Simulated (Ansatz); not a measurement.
# Zr2C3: a trial structure relaxed

Aim: relax Zr2C3 from this start, A-type sesquioxide type (P-3m1, No. 164), and see where it ends.

Computed with Ansatz 0.2.0 (DFT PBE, scalar-relativistic, plane waves, PAW, unless a step's input says otherwise).

## Step 1: Starting point

Symmetry: P-3m1, No. 164, trigonal system. The conventional cell has a = 3.422 Å, b = 3.422 Å, c = 5.323 Å, α = 90.00°, β = 90.00°, γ = 120.00°. Zr (site symmetry 3m) has 7 C at 2.06 to 2.37 Å as nearest neighbours. Around C (site symmetry -3m) lie 6 Zr at 2.37 Å. Around C (site symmetry 3m) lie 4 Zr at 2.06 to 2.13 Å.

Structure file:

```cif
data_structure
_symmetry_space_group_name_H-M 'P 1'
_symmetry_Int_Tables_number 1
_cell_length_a 3.4216
_cell_length_b 3.4216
_cell_length_c 5.3235
_cell_angle_alpha 90.000
_cell_angle_beta 90.000
_cell_angle_gamma 120.000
_cell_volume 53.97
loop_
_atom_site_label
_atom_site_type_symbol
_atom_site_fract_x
_atom_site_fract_y
_atom_site_fract_z
_atom_site_occupancy
Zr1 Zr 0.33333 0.66667 0.24500 1
Zr2 Zr 0.66667 0.33333 0.75500 1
C1 C 0.00000 0.00000 0.00000 1
C2 C 0.33333 0.66667 0.64500 1
C3 C 0.66667 0.33333 0.35500 1
```

(A quick probe on a coarse mesh, which set the mesh and smearing, is not shown.)

## Step 3: Coarse relaxation

The input, input.yaml:

```yaml
crystal:
  lattice:
    - [3.4216022557, 0.0, 0.0]
    - [-1.7108011278, 2.9631944751, 0.0]
    - [0.0, 0.0, 5.3234573166]
  atoms:
    - { symbol: Zr, position: [0.3333333333, 0.6666666667, 0.245] }
    - { symbol: Zr, position: [0.6666666667, 0.3333333333, 0.755] }
    - { symbol: C, position: [0.0, 0.0, 0.0] }
    - { symbol: C, position: [0.3333333333, 0.6666666667, 0.645] }
    - { symbol: C, position: [0.6666666667, 0.3333333333, 0.355] }
basis:
  ecutwfc: 420
kpoints:
  mp_grid: { grid: [6, 6, 4] }
hamiltonian:
  xc: pbe
scf:
  occupations: { method: gaussian, width: 0.1 }
  lower_state_search: "off"
output:
  forces: true
  stress: true
  eigenvalues: true
relax:
  adjacent_minimum: "off"
  f_tol: 0.04
  max_steps: 70
  cell: { stress_tol: 0.4 }
```

Launch:

```sh
$ ansatz run input.yaml --threads 1 --pin off --max-ram 2560MiB --backend cpu --events-out ev --progress --plain --runs-dir out
```

The session goes on with these runs: relaxing cell and atoms; stability test: the unmoved cell on a coarse mesh; rattled and relaxed without symmetry; quick check of gap, pressure and forces (the lower structure); full relaxation (the lower structure).

Before running it: what results should come out? Wanted: for each run, candidate; start; space group at the end; atoms; volume; energy above the lowest; formation energy.

**Answer**, as computed:

Formation energies count from the elements, computed with the same settings in runs not shown here.

| candidate | start | space group at the end | atoms | volume (Å³/atom) | energy above the lowest (meV/atom) | gap on the mesh (eV) | formation energy (eV/atom) |
| --- | --- | --- | --- | --- | --- | --- | --- |
| A' | from a rattle test | C2/m | 5 | 12.28 | 0.0 | 0.00 | -0.349 |
| A | A-type sesquioxide type (P-3m1, No. 164) | P-3m1 | 5 | 11.61 | 410.9 | 0.00 | +0.062 |

**Reading.** A' (C2/m) is lowest, 411 meV/atom under A. The ranking holds among these candidates alone. With -0.35 eV/atom the lowest lies under the elements, which doesn't yet make it stable against other compounds of them.
